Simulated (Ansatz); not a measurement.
# Ta: the cost of one run

Method: DFT PBEsol, scalar-relativistic, plane waves, PAW, in Ansatz 0.2.0.

3 further runs of the same task are left out: 1 for a known fault of the program, 2 set aside as unsound or not needed.

### Step 1. Starting point

The structure is cubic, space group Im-3m (No. 229). Conventional cell: a = 3.281 Å, b = 3.281 Å, c = 3.281 Å, α = 90.00°, β = 90.00°, γ = 90.00°. Ta (site symmetry m-3m) has 8 Ta at 2.84 Å as nearest neighbours.

Coordinates:

```
Ta
1.0
    -1.64026    1.64026    1.64026
     1.64026   -1.64026    1.64026
     1.64026    1.64026   -1.64026
Ta
1
Direct
  0.00000 0.00000 0.00000
```

This cell was relaxed beforehand with the same method: volume 17.65 Å³/atom, gap on the mesh none (metal).

### Step 2. Cutting the slab

Miller indices refer to the conventional cell of the relaxed bulk, Im-3m (No. 229): a = 3.281 Å, b = 3.281 Å, c = 3.281 Å, α = 90.00°, β = 90.00°, γ = 90.00°.

A (110) slab, 7.0 Å thick as cut, with 17 Å of vacuum; its outer planes are Ta (top) and Ta (bottom).

The slab as cut. Its planes from the bottom up:

```csv
plane,atoms per cell,height over the lowest (Å)
1,Ta,0.00
2,Ta,2.32
3,Ta,4.64
4,Ta,6.96
```

### Step 3. Relaxing the clean slab

Input file input.yaml:

```yaml
crystal:
  lattice:
    - [2.8410132458, 0.0, 0.0]
    - [-0.9470044153, 2.6785329754, 0.0]
    - [0.0, 0.0, 23.9590328047]
  atoms:
    - { symbol: Ta, position: [0.5, 0.5, 0.354772251] }
    - { symbol: Ta, position: [0.0, 0.0, 0.4515907503] }
    - { symbol: Ta, position: [0.5, 0.5, 0.5484092497] }
    - { symbol: Ta, position: [0.0, 0.0, 0.645227749] }
basis:
  ecutwfc: 420
kpoints:
  mp_grid: { grid: [11, 11, 1] }
hamiltonian:
  xc: pbesol
scf:
  occupations: { method: gaussian, width: 0.1 }
output:
  forces: true
  eigenvalues: true
  write_density: true
  write_potential: true
  elf: true
  volumetric_format: npy
relax:
  adjacent_minimum: "off"
  f_tol: 0.03
  max_steps: 70
  constraints: [{ sites: [0, 1] }]
efield:
  axis: 3
  dipole_correction: true
  ramp_width: 0.04
```

Launch:

```bash
$ ansatz run input.yaml --threads 2 --pin off --max-ram 5120MiB --backend cpu --events-out ev --progress --plain --runs-dir out
```

Q: Estimate wall time and peak memory on 2 threads of Arm Neoverse V2, shared host.

About 55 s, with a peak of 0.47 GiB.
